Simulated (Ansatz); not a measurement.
# Zn15PbO16: the cost of one run

Computed with Ansatz 0.2.0 (DFT, PBE, plane-wave PAW, default files, scalar-relativistic, as far as a step names no other, unless a step's input says otherwise).

## 1. Starting point

Symmetry: P3m1, No. 156, trigonal system. Conventional cell: a = 6.499 Å, b = 6.499 Å, c = 10.411 Å, α = 90.00°, β = 90.00°, γ = 120.00°. Around Pb (site symmetry 3m) lie 4 O at 1.97 to 1.98 Å. Zn (site symmetry 3m) has 4 O at 1.97 to 1.98 Å as nearest neighbours. Zn (site symmetry m) is surrounded by 4 O at 1.97 to 1.98 Å. Only part of the 16 independent sites is listed.

Structure file:

```cif
data_structure
_symmetry_space_group_name_H-M 'P3m1'
_symmetry_Int_Tables_number 156
_cell_length_a 6.4986
_cell_length_b 6.4986
_cell_length_c 10.4114
_cell_angle_alpha 90.000
_cell_angle_beta 90.000
_cell_angle_gamma 120.000
_cell_volume 380.79
loop_
_atom_site_label
_atom_site_type_symbol
_atom_site_symmetry_multiplicity
_atom_site_Wyckoff_symbol
_atom_site_fract_x
_atom_site_fract_y
_atom_site_fract_z
_atom_site_occupancy
Pb1 Pb 1 a 0.00000 0.00000 0.25000 1
Zn1 Zn 1 a 0.00000 0.00000 0.75000 1
Zn2 Zn 3 d 0.00000 0.50000 0.25000 1
Zn3 Zn 3 d 0.00000 0.50000 0.75000 1
Zn4 Zn 3 d 0.16667 0.83333 0.00000 1
Zn5 Zn 3 d 0.16667 0.83333 0.50000 1
Zn6 Zn 1 c 0.66667 0.33333 0.00000 1
Zn7 Zn 1 c 0.66667 0.33333 0.50000 1
O1 O 3 d 0.16667 0.83333 0.18951 1
O2 O 3 d 0.16667 0.83333 0.68951 1
O3 O 1 c 0.66667 0.33333 0.18951 1
O4 O 1 c 0.66667 0.33333 0.68951 1
O5 O 1 a 0.00000 0.00000 0.43951 1
O6 O 1 a 0.00000 0.00000 0.93951 1
O7 O 3 d 0.00000 0.50000 0.43951 1
O8 O 3 d 0.00000 0.50000 0.93951 1
```

Atom 1 of the input is the impurity.

## 2. Single point at the given positions

The input, input.yaml:

```yaml
crystal:
  lattice:
    - [6.498616, 0.0, 0.0]
    - [-3.249308, 5.6279665454, 0.0]
    - [0.0, 0.0, 10.411418]
  atoms:
    - { symbol: Pb, position: [0.1666666666, 0.3333333334, 0.25] }
    - { symbol: Zn, position: [0.1666666666, 0.3333333334, 0.75] }
    - { symbol: Zn, position: [0.1666666666, 0.8333333334, 0.25] }
    - { symbol: Zn, position: [0.1666666666, 0.8333333334, 0.75] }
    - { symbol: Zn, position: [0.6666666666, 0.3333333334, 0.25] }
    - { symbol: Zn, position: [0.6666666666, 0.3333333334, 0.75] }
    - { symbol: Zn, position: [0.6666666666, 0.8333333334, 0.25] }
    - { symbol: Zn, position: [0.6666666666, 0.8333333334, 0.75] }
    - { symbol: Zn, position: [0.3333333334, 0.1666666666, 0.0] }
    - { symbol: Zn, position: [0.3333333334, 0.1666666666, 0.5] }
    - { symbol: Zn, position: [0.3333333334, 0.6666666666, 0.0] }
    - { symbol: Zn, position: [0.3333333334, 0.6666666666, 0.5] }
    - { symbol: Zn, position: [0.8333333334, 0.1666666666, 0.0] }
    - { symbol: Zn, position: [0.8333333334, 0.1666666666, 0.5] }
    - { symbol: Zn, position: [0.8333333334, 0.6666666666, 0.0] }
    - { symbol: Zn, position: [0.8333333334, 0.6666666666, 0.5] }
    - { symbol: O, position: [0.3333333334, 0.1666666666, 0.189505] }
    - { symbol: O, position: [0.3333333334, 0.1666666666, 0.689505] }
    - { symbol: O, position: [0.3333333334, 0.6666666666, 0.189505] }
    - { symbol: O, position: [0.3333333334, 0.6666666666, 0.689505] }
    - { symbol: O, position: [0.8333333334, 0.1666666666, 0.189505] }
    - { symbol: O, position: [0.8333333334, 0.1666666666, 0.689505] }
    - { symbol: O, position: [0.8333333334, 0.6666666666, 0.189505] }
    - { symbol: O, position: [0.8333333334, 0.6666666666, 0.689505] }
    - { symbol: O, position: [0.1666666666, 0.3333333334, 0.439505] }
    - { symbol: O, position: [0.1666666666, 0.3333333334, 0.939505] }
    - { symbol: O, position: [0.1666666666, 0.8333333334, 0.439505] }
    - { symbol: O, position: [0.1666666666, 0.8333333334, 0.939505] }
    - { symbol: O, position: [0.6666666666, 0.3333333334, 0.439505] }
    - { symbol: O, position: [0.6666666666, 0.3333333334, 0.939505] }
    - { symbol: O, position: [0.6666666666, 0.8333333334, 0.439505] }
    - { symbol: O, position: [0.6666666666, 0.8333333334, 0.939505] }
kpoints:
  mp_grid: { grid: [3, 3, 2] }
scf:
  occupations: { method: fermi_dirac, width: 0.01 }
hamiltonian:
  xc: pbe
  pseudopotentials: { kind: paw }
output:
  forces: true
  stress: true
  populations: true
  efg:
    quadrupole_moments_barn: { Zn: 0.122, O: -0.02558 }
    contact_densities: true
  write_density: true
  write_potential: true
  elf: true
  volumetric_format: npy
```

Started as:

```sh
$ ansatz run input.yaml --threads 1 --pin off --max-ram 3072MiB --backend cpu --events-out ev --progress --plain --runs-dir out
```

Q: Estimate wall time and peak memory on 1 thread of Arm Neoverse V2, shared host.

About 96 s, with a peak of 0.95 GiB.
